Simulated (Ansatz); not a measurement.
# C3H9NSi: shape, modes and thermochemistry

The task is to find a stationary geometry of C3H9NSi, then compute its harmonic vibrations to see whether it is a minimum and to get the zero-point energy and entropy, and look at its orbitals and charge.

Computed with Ansatz 0.2.0, Gaussian basis. Level: RKS PBE0-D4/def2-TZVP.

Plan: relaxation at PBE-D4/def2-SVP; relaxation at PBE0-D4/def2-TZVP; harmonic vibrations at the same level; a single point in def2-TZVPP for the fields.

### 1 The starting structure

SMILES `C[Si]N(C)C`, 14 atoms, charge 0, spin multiplicity 1.

Atoms are counted from 1 here; the program's logs count them from 0.

Bond lengths: C1–Si2 1.809 Å, C1–H6 1.137 Å, C1–H7 1.049 Å, C1–H8 1.113 Å, Si2–N3 1.715 Å, N3–C4 1.493 Å, N3–C5 1.475 Å, C4–H9 1.135 Å, C4–H10 1.022 Å, C4–H11 1.149 Å, C5–H12 1.097 Å, C5–H13 1.119 Å, C5–H14 1.118 Å. Angles: Si2–C1–H6 111.2°, Si2–C1–H7 114.5°, Si2–C1–H8 109.2°, H6–C1–H7 109.3°, H6–C1–H8 102.0°, H7–C1–H8 109.8°, C1–Si2–N3 108.8°, Si2–N3–C4 123.3°, Si2–N3–C5 122.9°, C4–N3–C5 107.1°, N3–C4–H9 109.2°, N3–C4–H10 115.7°, N3–C4–H11 106.1°, H9–C4–H10 109.7°, H9–C4–H11 104.3°, H10–C4–H11 111.1°, N3–C5–H12 111.3°, N3–C5–H13 110.4° and more.

Coordinates:

```csv
atom,x (Å),y (Å),z (Å)
C1,-2.05970,0.24080,0.74860
Si2,-0.46230,0.87120,1.31730
N3,0.76570,0.28660,0.27210
C4,1.25030,-1.12550,0.28610
C5,0.96650,0.80170,-1.09570
H6,-2.32000,0.64860,-0.28080
H7,-2.13630,-0.80520,0.73720
H8,-2.86960,0.67210,1.37910
H9,1.25960,-1.50670,1.35490
H10,2.16300,-1.28600,-0.14510
H11,0.43390,-1.74700,-0.23010
H12,1.97750,0.58080,-1.45980
H13,0.16150,0.42510,-1.77580
H14,0.85690,1.91430,-1.07910
```

The start is a force-field geometry with small random shifts, so a cheaper pass at PBE-D4/def2-SVP comes first.

### 2 Geometry optimisation, PBE-D4/def2-SVP (cheap first pass)

in.yaml reads:

```yaml
crystal:
  periodic: [false, false, false]
  atoms:
    - {symbol: C, position_ang: [-2.059700, 0.240800, 0.748600]}
    - {symbol: Si, position_ang: [-0.462300, 0.871200, 1.317300]}
    - {symbol: N, position_ang: [0.765700, 0.286600, 0.272100]}
    - {symbol: C, position_ang: [1.250300, -1.125500, 0.286100]}
    - {symbol: C, position_ang: [0.966500, 0.801700, -1.095700]}
    - {symbol: H, position_ang: [-2.320000, 0.648600, -0.280800]}
    - {symbol: H, position_ang: [-2.136300, -0.805200, 0.737200]}
    - {symbol: H, position_ang: [-2.869600, 0.672100, 1.379100]}
    - {symbol: H, position_ang: [1.259600, -1.506700, 1.354900]}
    - {symbol: H, position_ang: [2.163000, -1.286000, -0.145100]}
    - {symbol: H, position_ang: [0.433900, -1.747000, -0.230100]}
    - {symbol: H, position_ang: [1.977500, 0.580800, -1.459800]}
    - {symbol: H, position_ang: [0.161500, 0.425100, -1.775800]}
    - {symbol: H, position_ang: [0.856900, 1.914300, -1.079100]}
basis:
  gaussian: {orbitals: def2-SVP}
hamiltonian: {xc: pbe, dispersion: d4}
relax: {f_tol: 0.03, max_steps: 200}
```

Run with:

```console
$ ansatz run in.yaml --threads 4 --pin off --events-out ev --progress --plain --max-ram 10444MiB
```

The log of the run, cut to the lines that bear on the results:

```text
Functional definition: PBE
  name "PBE"
  cite "Perdew, Burke & Ernzerhof, Phys. Rev. Lett. 77, 3865 (1996) doi:10.1103/PhysRevLett.77.3865"
  parent pbe
[...]
1364 factors; their error is unknown
[...]
mean field -12606.66560770 eV, -463.2864159781 hartree, gradient 1.7e-5 eV, S^2 0.000000; 1 other end points of the search recorded, 0 dependent functions left out
[...]
reference -12606.66564404 eV, -463.2864173135 hartree; 24, 24 occupied and 95, 95 virtual orbitals, 1364 factors
relax step   1: F+E_penalty+E_count = -12606.97963028 eV  Δ(F+E_penalty+E_count) = +0.000e0 eV  max|allowed force component| = 5.510e0 eV/Å  Δτ_max = 0.0000 Å  (50 SCF iters, accepted)
[...]
relax step   5: F+E_penalty+E_count = -12607.74349981 eV  Δ(F+E_penalty+E_count) = -2.077e-2 eV  max|allowed force component| = 2.172e-1 eV/Å  Δτ_max = 0.0443 Å  (30 SCF iters, accepted)
[...]
relax step   9: F+E_penalty+E_count = -12608.42344119 eV  Δ(F+E_penalty+E_count) = -1.861e-1 eV  max|allowed force component| = 6.981e-1 eV/Å  Δτ_max = 0.1949 Å  (31 SCF iters, accepted)
[...]
relax step  13: F+E_penalty+E_count = -12608.77425571 eV  Δ(F+E_penalty+E_count) = -2.963e-2 eV  max|allowed force component| = 1.265e-1 eV/Å  Δτ_max = 0.2000 Å  (29 SCF iters, accepted)
[...]
reference -12608.49768160 eV, -463.3537434521 hartree; 24, 24 occupied and 95, 95 virtual orbitals, 1364 factors
Total energy: -12608.80850638 eV, -463.3651660520 hartree
Atom 0 at    -1.947785     0.084535     1.303717 Å, force    -0.005732    -0.011517     0.009006 eV/Å
Atom 1 at    -0.875269     1.372340     0.340648 Å, force     0.002403     0.003787     0.003644 eV/Å
Atom 2 at     0.382506     0.335063    -0.317645 Å, force    -0.007205    -0.015207     0.005179 eV/Å
Atom 3 at     0.567604    -1.100044    -0.176614 Å, force    -0.000266    -0.000084     0.001107 eV/Å
Atom 4 at     1.420748     0.947705    -1.136623 Å, force     0.009923     0.014350    -0.015863 eV/Å
Atom 5 at    -2.377492    -0.693070     0.633343 Å, force     0.001169     0.002901     0.008050 eV/Å
Atom 6 at    -1.379018    -0.440088     2.104016 Å, force    -0.008440     0.012541    -0.015170 eV/Å
Atom 7 at    -2.797588     0.607514     1.789552 Å, force     0.009812    -0.004651    -0.004281 eV/Å
Atom 8 at    -0.227065    -1.549154     0.446059 Å, force     0.007096     0.003347    -0.005430 eV/Å
Atom 9 at     1.551107    -1.333600     0.294022 Å, force    -0.004983    -0.001506    -0.002498 eV/Å
Atom 10 at     0.557720    -1.606272    -1.170187 Å, force     0.000036     0.003861     0.007217 eV/Å
Atom 11 at     2.433124     0.789391    -0.697863 Å, force    -0.002308    -0.000915     0.003834 eV/Å
Atom 12 at     1.435354     0.517276    -2.164795 Å, force    -0.000590    -0.000731     0.001672 eV/Å
Atom 13 at     1.243052     2.039203    -1.218731 Å, force    -0.000913    -0.006177     0.003534 eV/Å
Dipole moment:     0.225963    -0.401257    -0.079217 e Å
```

It took 25 s on 4 threads of Arm Neoverse V2, shared host.

Relaxation path:

```csv
step,energy from step 1 (eV),largest force component (eV/Å)
1,0.0000,5.5100
2,-0.6115,1.5429
3,-0.6760,0.4237
4,-0.7431,0.3025
5,-0.7639,0.2172
6,-0.8875,0.7099
7,-1.0463,0.8957
8,-1.2577,0.5849
9,-1.4438,0.6981
10,-1.5847,0.4856
11,-1.6986,0.2584
12,-1.7650,0.1955
13,-1.7946,0.1265
14,-1.8129,0.2285
15,-1.8200,0.1799
16,-1.8254,0.0790
17,-1.8276,0.1106
18,-1.8285,0.0512
19,-1.8288,0.0159
```

Close pairs (by a distance rule), those that changed most:

```csv
bond,before (Å),after (Å),change (Å)
C1–Si2,1.809,1.933,+0.124
C4–H10,1.022,1.115,+0.093
C1–H7,1.049,1.113,+0.064
Si2–N3,1.715,1.758,+0.043
N3–C4,1.493,1.454,-0.039
C4–H11,1.149,1.115,-0.033
C4–H9,1.135,1.105,-0.030
C1–H6,1.137,1.113,-0.024
```

### 3 Optimising with PBE0-D4/def2-TZVP

in.yaml reads:

```yaml
crystal:
  periodic: [false, false, false]
  atoms:
    - {symbol: C, position_ang: [-1.947785, 0.084535, 1.303717]}
    - {symbol: Si, position_ang: [-0.875269, 1.372340, 0.340648]}
    - {symbol: N, position_ang: [0.382506, 0.335063, -0.317645]}
    - {symbol: C, position_ang: [0.567604, -1.100044, -0.176614]}
    - {symbol: C, position_ang: [1.420748, 0.947705, -1.136623]}
    - {symbol: H, position_ang: [-2.377492, -0.693070, 0.633343]}
    - {symbol: H, position_ang: [-1.379018, -0.440088, 2.104016]}
    - {symbol: H, position_ang: [-2.797588, 0.607514, 1.789552]}
    - {symbol: H, position_ang: [-0.227065, -1.549154, 0.446059]}
    - {symbol: H, position_ang: [1.551107, -1.333600, 0.294022]}
    - {symbol: H, position_ang: [0.557720, -1.606272, -1.170187]}
    - {symbol: H, position_ang: [2.433124, 0.789391, -0.697863]}
    - {symbol: H, position_ang: [1.435354, 0.517276, -2.164795]}
    - {symbol: H, position_ang: [1.243052, 2.039203, -1.218731]}
basis:
  gaussian: {orbitals: def2-TZVP}
hamiltonian: {xc: pbe0, dispersion: d4}
relax: {f_tol: 0.005, max_steps: 150}
```

The command is unchanged.

The log of the run, cut to the lines that bear on the results:

```text
Functional definition: PBE0
  name "PBE0"
  cite "Adamo & Barone, J. Chem. Phys. 110, 6158 (1999) doi:10.1063/1.478522"
  cite "Perdew, Burke & Ernzerhof, Phys. Rev. Lett. 77, 3865 (1996) doi:10.1103/PhysRevLett.77.3865"
  parent pbe
[...]
1359 factors; their error is unknown
[...]
mean field -12617.83604641 eV, -463.6969220290 hartree, gradient 4.6e-5 eV, S^2 0.000000; 0 other end points of the search recorded, 0 dependent functions left out
[...]
reference -12617.83608189 eV, -463.6969233330 hartree; 24, 24 occupied and 191, 191 virtual orbitals, 1359 factors
relax step   1: F+E_penalty+E_count = -12618.09816476 eV  Δ(F+E_penalty+E_count) = +0.000e0 eV  max|allowed force component| = 8.414e-1 eV/Å  Δτ_max = 0.0000 Å  (30 SCF iters, accepted)
[...]
Atom 4 at     1.404995     0.939127    -1.123545 Å, force     0.001160     0.002022    -0.001199 eV/Å
Atom 5 at    -2.344849    -0.686650     0.632231 Å, force     0.000734     0.000647     0.001301 eV/Å
Atom 6 at    -1.362497    -0.422496     2.081162 Å, force     0.000160     0.000745    -0.000602 eV/Å
Atom 7 at    -2.763722     0.604311     1.762257 Å, force     0.000733    -0.000272    -0.000222 eV/Å
Atom 8 at    -0.219631    -1.539167     0.434369 Å, force    -0.000201     0.000822     0.000031 eV/Å
Atom 9 at     1.531363    -1.314458     0.286965 Å, force    -0.001449     0.001193    -0.000652 eV/Å
Atom 10 at     0.552143    -1.581751    -1.159560 Å, force    -0.000060     0.001532     0.001226 eV/Å
Atom 11 at     2.397159     0.779287    -0.683394 Å, force    -0.001772    -0.000117    -0.000081 eV/Å
Atom 12 at     1.415112     0.511299    -2.133763 Å, force    -0.000582     0.000161     0.001802 eV/Å
Atom 13 at     1.231584     2.013975    -1.204729 Å, force     0.000095    -0.000949     0.000081 eV/Å
Dipole moment:     0.205083    -0.386702    -0.067374 e Å
```

Wall time 20 s (4 threads of Arm Neoverse V2, shared host); peak memory 0.57 GiB.

The steps of the relaxation:

```csv
step,energy from step 1 (eV),largest force component (eV/Å)
1,0.0000,0.8414
2,-0.0633,0.4375
3,-0.0736,0.0498
4,-0.0736,0.0133
5,-0.0736,0.0035
```

Distances of close pairs at the start and the end, largest changes first:

```csv
bond,before (Å),after (Å),change (Å)
Si2–N3,1.758,1.719,-0.039
C1–Si2,1.933,1.908,-0.025
C4–H11,1.115,1.097,-0.018
C4–H10,1.115,1.097,-0.018
C5–H13,1.115,1.097,-0.018
C5–H12,1.115,1.097,-0.018
C1–H7,1.113,1.096,-0.017
C5–H14,1.109,1.092,-0.017
```

Mulliken charges of the relaxed molecule (report file):

C1 -0.55; Si2 0.09; N3 -0.12; C4 -0.31; C5 -0.29; H6 0.13; H7 0.13; H8 0.14; H9 0.14; H10 0.12; H11 0.12; H12 0.12; H13 0.12; H14 0.14

### 4 Force constants and modes

in.yaml reads:

```yaml
crystal:
  periodic: [false, false, false]
  atoms:
    - {symbol: C, position_ang: [-1.926928, 0.083857, 1.290031]}
    - {symbol: Si, position_ang: [-0.859967, 1.344248, 0.334757]}
    - {symbol: N, position_ang: [0.370441, 0.332328, -0.310895]}
    - {symbol: C, position_ang: [0.561794, -1.093109, -0.176987]}
    - {symbol: C, position_ang: [1.404995, 0.939127, -1.123545]}
    - {symbol: H, position_ang: [-2.344849, -0.686650, 0.632231]}
    - {symbol: H, position_ang: [-1.362497, -0.422496, 2.081162]}
    - {symbol: H, position_ang: [-2.763722, 0.604311, 1.762257]}
    - {symbol: H, position_ang: [-0.219631, -1.539167, 0.434369]}
    - {symbol: H, position_ang: [1.531363, -1.314458, 0.286965]}
    - {symbol: H, position_ang: [0.552143, -1.581751, -1.159560]}
    - {symbol: H, position_ang: [2.397159, 0.779287, -0.683394]}
    - {symbol: H, position_ang: [1.415112, 0.511299, -2.133763]}
    - {symbol: H, position_ang: [1.231584, 2.013975, -1.204729]}
basis:
  gaussian: {orbitals: def2-TZVP}
hamiltonian: {xc: pbe0, dispersion: d4}
phonons: {temperatures: {t_min: 298.15, t_max: 900, t_step: 200}}
```

Same command.

The log of the run, cut to the lines that bear on the results:

```text
Functional definition: PBE0
  name "PBE0"
  cite "Adamo & Barone, J. Chem. Phys. 110, 6158 (1999) doi:10.1063/1.478522"
  cite "Perdew, Burke & Ernzerhof, Phys. Rev. Lett. 77, 3865 (1996) doi:10.1103/PhysRevLett.77.3865"
  parent pbe
[...]
1359 factors; their error is unknown
[...]
mean field -12617.90722773 eV, -463.6995378945 hartree, gradient 5.0e-5 eV, S^2 0.000000; 0 other end points of the search recorded, 0 dependent functions left out
[...]
reference -12617.90726274 eV, -463.6995391809 hartree; 24, 24 occupied and 191, 191 virtual orbitals, 1359 factors
[...]
1359 factors; their error is unknown
mean field -12617.90705760 eV, -463.6995316423 hartree, gradient 2.7e-6 eV, S^2 0.000000; 0 other end points of the search recorded, 0 dependent functions left out
[...]
reference -12617.90709261 eV, -463.6995329288 hartree; 24, 24 occupied and 191, 191 virtual orbitals, 1359 factors
[...]
Atom 7 at    -2.763722     0.604311     1.762257 Å, force     0.000728    -0.000267    -0.000220 eV/Å
Atom 8 at    -0.219631    -1.539167     0.434369 Å, force    -0.000187     0.000812     0.000025 eV/Å
Atom 9 at     1.531363    -1.314458     0.286965 Å, force    -0.001436     0.001190    -0.000652 eV/Å
Atom 10 at     0.552143    -1.581751    -1.159560 Å, force    -0.000051     0.001538     0.001240 eV/Å
Atom 11 at     2.397159     0.779287    -0.683394 Å, force    -0.001780    -0.000108    -0.000089 eV/Å
Atom 12 at     1.415112     0.511299    -2.133763 Å, force    -0.000580     0.000164     0.001785 eV/Å
Atom 13 at     1.231584     2.013975    -1.204729 Å, force     0.000095    -0.000953     0.000082 eV/Å
Dipole moment:     0.205083    -0.386702    -0.067374 e Å
Vibrations: 128.25 154.74 186.91 236.73 245.14 325.65 349.69 386.88 615.72 640.56 675.14 781.26 1025.60 1076.04 1109.84 1167.11 1221.39 1244.26 1314.51 1427.86 1436.65 1449.13 1461.67 1472.14 1488.83 1491.18 1514.42 3003.77 3009.40 3023.30 3050.92 3057.71 3102.26 3121.20 3124.14 3163.10 [...]
```

Wall time 3.1 min (4 threads of Arm Neoverse V2, shared host); peak memory 0.64 GiB.

Motions are named by where the mode's potential energy lies. The modes, unscaled (a negative number is an imaginary wavenumber):

```csv
mode,cm⁻¹,motion
1,128,torsion
2,155,torsion
3,187,torsion
4,237,bend
5,245,torsion
6,326,torsion
7,350,bend
8,387,bend
9,616,bend
10,641,Si–C stretch
11,675,Si–N and Si–C stretch
12,781,bend
13,1026,C–N stretch with bend
14,1076,bend
15,1110,bend
16,1167,bend
17,1221,C–N stretch
18,1244,bend
19,1315,bend
20,1428,bend
21,1437,bend
22,1449,bend
23,1462,bend
24,1472,bend
25,1489,bend
26,1491,bend
27,1514,bend
28,3004,C–H stretch
29,3009,C–H stretch
30,3023,C–H stretch
31,3051,C–H stretch
32,3058,C–H stretch
33,3102,C–H stretch
34,3121,C–H stretch
35,3124,C–H stretch
36,3163,C–H stretch
```

From these modes and the moments of inertia (298.15 K, 1 bar, symmetry number 1):

```csv
term,value
zero-point energy,74.7 kcal/mol
H(298) − E,80.0 kcal/mol
"entropy, translation",164.6 J/(mol K)
"entropy, rotation",110.8 J/(mol K)
"entropy, vibration",70.0 J/(mol K)
"entropy, total",345.4 J/(mol K)
```

### 5 Orbitals, density and potential

Changes to in.yaml since step 4:

```diff
@@ -18,4 +18,4 @@
 basis:
-  gaussian: {orbitals: def2-TZVP}
+  gaussian: {orbitals: def2-TZVPP}
 hamiltonian: {xc: pbe0, dispersion: d4}
-phonons: {temperatures: {t_min: 298.15, t_max: 900, t_step: 200}}
+output: {orbitals: {seedname: orbitals}}
```

Same command.

The log of the run:

```text
Functional definition: PBE0
  name "PBE0"
  cite "Adamo & Barone, J. Chem. Phys. 110, 6158 (1999) doi:10.1063/1.478522"
  cite "Perdew, Burke & Ernzerhof, Phys. Rev. Lett. 77, 3865 (1996) doi:10.1103/PhysRevLett.77.3865"
  parent pbe
  parameter a = 0.25
  parameter kappa = 0.804
  parameter beta = 0.06672455060314922
  exchange = (1 - a)*pbe_x(kappa = kappa, mu = beta*pi^2/3) + a*exact_x
  correlation = pbe_c(beta = beta)
1517 factors; their error is unknown
mean field evaluation 1: about -12604.5274 eV, gradient 7.7e1 eV
mean field evaluation 2: about -12580.6662 eV, gradient 1.2e2 eV
mean field evaluation 4: about -12617.8880 eV, gradient 6.5e0 eV
mean field evaluation 8: about -12617.9870 eV, gradient 1.8e-1 eV
mean field evaluation 16: about -12617.9935 eV, gradient 3.1e-4 eV
mean field -12617.99350504 eV, -463.7027085271 hartree, gradient 2.3e-5 eV, S^2 0.000000; 0 other end points of the search recorded, 0 dependent functions left out
reference -12617.99354119 eV, -463.7027098554 hartree; 24, 24 occupied and 268, 268 virtual orbitals, 1517 factors
Total energy: -12618.25811800 eV, -463.7124328739 hartree
```

It took 3.4 s on 4 threads of Arm Neoverse V2, shared host; peak memory 0.75 GiB.

The fields below are evaluated on a grid from the run's orbitals.

Frontier orbitals at PBE0-D4/def2-TZVPP, with the share of their density that lies nearest to each atom:

```csv
orbital,energy (eV),lies on
HOMO,-5.88,Si2 68 %; C1 13 %
LUMO,-1.12,Si2 68 %; N3 12 %
```

ELF in a plane through or near 8 of the atoms.

Ten even steps from ' ' (0.00) to '@' (1.00):
```
                            ......                      
                        ..++%%%%##++..                  
                        ==@@@@@@@@@@++                  
              ..--::    ++@@@@@@@@@@**..                
            --##@@@@**  ==@@@@@@@@@@==      ..          
            --%%@@@@@@::..##==::::**::..--**%%**..      
            ::++@@@@@@::..::::%%++--++==%%@@@@@@==      
            ..--**++**----++..##--**%%##@@@@@@@@**      
            ::==--**::%%++##**..==@@++::@@@@@@%%==      
            --++##--++##==--##::==##::--++##**==..      
            ..--==--::++%%##==    --++**++==..          
                      ==++++++++..  --++==::            
                    --++==::%%@@%%..  ......            
                  ..==**==--@@@@@@--                    
                    ::======##@@@@++                    
                      ......--####::                    
                                                        
                                                        
                                                        
                                                        
```
The map spans 11.5 Å across and 8.8 Å up, centred on the molecule. Atoms in the plane (x, y in Å): C1 (2.3, 0.4), Si2 (0.7, 1.5), N3 (-0.5, 0.3), C4 (-0.4, -1.2), C5 (-1.9, 0.7), H8 (3.2, 1.1), H9 (0.6, -1.5), H14 (-2.0, 1.8).

log10 of the density (e/Å³) in the same plane.

Ten even steps from ' ' (-4.0) to '@' (2.2):
```
                      ......::::::....                  
                  ......::::::--::::::..                
              ....::::::------------::::....            
          ....::::--------==========--::::....          
          ..----==========++++++++++==------::::..      
        ..::--==++**++====++******++========----::..    
        ..::==++******++++++##@@##++++++++++==--::..    
        ::--==++******++++****%%##**********++==--::    
      ..::--==++**%%******************##****++==--::    
      ..::--==++********%%##**++++**%%%%****++==::..    
      ..::--====++++++******++++==++****++++==--::..    
        ..::----====++********++====++++++==--::..      
          ..::::--==++**%%##****++========--::::..      
            ..::::==++**********++==----::::::..        
            ....::--==++++++++++==--::::......          
              ..::----==========----::....              
                ....::::::::::::::....                  
                    ..............                      
                                                        
                                                        
```
The map spans 11.5 Å across and 8.8 Å up, centred on the molecule. Atoms in the plane (x, y in Å): C1 (2.3, 0.4), Si2 (0.7, 1.5), N3 (-0.5, 0.3), C4 (-0.4, -1.2), C5 (-1.9, 0.7), H8 (3.2, 1.1), H9 (0.6, -1.5), H14 (-2.0, 1.8).

On the surface of density 0.002 e/bohr³ the electrostatic potential runs, from the 1st to the 99th percentile, from -1.32 V near Si2 to 0.87 V near H11.

### 6 Summary of results

| quantity | value |
| --- | --- |
| point group | Cs |
| steps | 19 + 5 |
| shift from the start (rms) | 1.048 Å |
| total energy | -12618.1718 eV |
| dispersion term | -265 meV |
| dipole moment | 2.13 D |
| lowest, highest wavenumber | 128, 3163 cm⁻¹ |
| zero-point energy | 74.7 kcal/mol |
| entropy at 298.15 K | 345.4 J/(mol K) |
| HOMO, LUMO | -5.88, -1.12 eV |

In words: The relaxed geometry lies 1.05 Å (rms) from the start; the bond that changed most is C1–Si2, from 1.809 to 1.908 Å. All wavenumbers are real, so the end point is a minimum. The stiffest mode, 3163 cm⁻¹, is a C–H stretch, and 3 modes under 200 cm⁻¹ make the vibrational entropy uncertain. Harmonic hybrid wavenumbers usually lie a few per cent above measured fundamentals. The largest Mulliken charge, -0.55 e, sits on C1. The HOMO lies mostly on Si2 68 %; C1 13 % and the LUMO on Si2 68 %; N3 12 %.
